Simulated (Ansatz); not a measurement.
Ta3Cu in Ansatz: the effect of target pressure

Crystal: Ta3Cu.

```
CELL_PARAMETERS angstrom
-2.00651 2.00651 4.20817
2.00651 -2.00651 4.20817
2.00651 2.00651 -4.20817
ATOMIC_POSITIONS crystal
Ta 0.50000 0.50000 0.00000
Ta 0.25000 0.75000 0.50000
Ta 0.75000 0.25000 0.50000
Cu 0.00000 0.00000 0.00000
```

The cell comes from a database or a generator and needn't be the stable form of this composition.

Alike in all runs:

| Quantity | Value |
| --- | --- |
| Program | Ansatz 0.2.0 |
| Task | relaxation of cell and atoms |
| Functional | PBEsol |
| Potentials or basis | all-electron LAPW, scalar-relativistic |
| Basis error allowed | 0.002 eV/atom |
| k mesh | 9 × 9 × 9 |
| Occupations | fermi-dirac, width 0.05 eV |
| Spin | no spin polarisation |

Each run relaxes the cell or the atoms first.

```tsv
target pressure	relaxed volume (Å³/atom)
0 GPa	16.36
5 GPa	15.96
10 GPa	15.61
20 GPa	?
30 GPa	14.48
```

Problem. What does the run with target pressure 20 GPa give?

Solution. Relaxed volume 14.99 Å³/atom.

Worked out: In Murnaghan's law V^(-B') rises as a straight line in P. The other rows fit best with B' = 3.7, V0 = 16.36 Å³/atom and B0 = 195 GPa, which gives 14.99 Å³/atom at 20 GPa, against the run's 14.99.
